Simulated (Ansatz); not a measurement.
Run this with Ansatz 0.2.0, Python API and show what comes out.

`ase_relax_mos2.py`:
```python
'''ASE drives the relaxation of MoS2.'''

import warnings

import ansatz as az
from ase import Atoms
from ase.calculators.calculator import Calculator, all_changes
from ase.filters import FrechetCellFilter
from ase.optimize import FIRE
from ase.units import GPa
import numpy as np


class AnsatzEngine(Calculator):
    implemented_properties = ['energy', 'free_energy', 'forces', 'stress']

    def calculate(self, atoms=None, properties=('energy',), system_changes=all_changes):
        super().calculate(atoms, properties, system_changes)
        bare = self.atoms.copy()
        bare.set_constraint()
        bare.set_momenta(None)
        job = (
            az.Crystal.from_ase(bare).calculation()
            .functional('r2scan')
            .kpoints(4, 4, 2)
            .occupations('gaussian')
            .scf(max_iterations=80, algorithm='direct_min')
            .forces()
            .stress()
        )
        report = job.run(threads=1, pin='off').report
        self.results['free_energy'] = report['lagrangian_ev']
        self.results['energy'] = report.get('lagrangian_sigma0_ev', report['lagrangian_ev'])
        self.results['forces'] = np.array(report['forces_ev_ang'])
        s = -np.array(report['stress_gpa']) * GPa  # ASE counts tension as positive
        self.results['stress'] = s[[0, 1, 2, 1, 0, 0], [0, 1, 2, 2, 2, 1]]

warnings.simplefilter('ignore')
atoms = Atoms(
    ['Mo', 'S', 'S'],
    cell=[(3.227465, 0.0, 0.0), (-1.613732, 2.795066, 0.0), (0.0, 0.0, 6.312473)],
    scaled_positions=[
        (0.0, 0.0, 0.5),
        (1 / 3, 2 / 3, 0.255319),
        (2 / 3, 1 / 3, 0.744681),
    ],
    pbc=True,
)
atoms.calc = AnsatzEngine()
before = atoms.get_potential_energy(), atoms.get_volume()
target = FrechetCellFilter(atoms)
optimiser = FIRE(target, logfile=None)


def tell():
    fmax = np.linalg.norm(target.get_forces(), axis=1).max()
    print(f'step {optimiser.nsteps:2d}  E = {atoms.get_potential_energy():.5f} eV  fmax = {fmax:.4f}  V = {atoms.get_volume():.3f} A^3')


optimiser.attach(tell)
met = optimiser.run(fmax=0.02, steps=12)
print('threshold met:', bool(met), ' energy gained:', round(before[0] - atoms.get_potential_energy(), 5), 'eV')
print('cell lengths and angles:', np.round(atoms.cell.cellpar(), 3))
print(np.round(atoms.get_scaled_positions(), 4))
```

Running `python ase_relax_mos2.py` prints:
```text
step  0  E = -6781.17228 eV  fmax = 0.2490  V = 56.945 A^3
step  1  E = -6781.17502 eV  fmax = 0.2477  V = 56.997 A^3
step  2  E = -6781.18011 eV  fmax = 0.2416  V = 57.106 A^3
step  3  E = -6781.18685 eV  fmax = 0.2233  V = 57.276 A^3
step  4  E = -6781.19377 eV  fmax = 0.1817  V = 57.512 A^3
step  5  E = -6781.19877 eV  fmax = 0.1091  V = 57.813 A^3
step  6  E = -6781.20042 eV  fmax = 0.0725  V = 58.166 A^3
step  7  E = -6781.20044 eV  fmax = 0.0691  V = 58.167 A^3
step  8  E = -6781.20048 eV  fmax = 0.0627  V = 58.169 A^3
step  9  E = -6781.20052 eV  fmax = 0.0536  V = 58.171 A^3
step 10  E = -6781.20057 eV  fmax = 0.0427  V = 58.171 A^3
step 11  E = -6781.20061 eV  fmax = 0.0321  V = 58.169 A^3
step 12  E = -6781.20062 eV  fmax = 0.0431  V = 58.163 A^3
threshold met: False  energy gained: 0.02835 eV
cell lengths and angles: [  3.281   3.281   6.238  90.     90.    120.   ]
[[0.     0.     0.5   ]
 [0.3333 0.6667 0.2588]
 [0.6667 0.3333 0.7412]]
```

Caveats:
- These settings explore the input space; cutoff and mesh may be short of convergence.
- Spin is left out of this run.
- For a metal this mesh is far too coarse, so the numbers only illustrate the procedure.
- The structure comes from a database of computed cells and needn't be a stable or known phase.
- Timing: 78 s on 1 thread of Arm Neoverse V1 (shared host), peak memory 0.52 GiB.
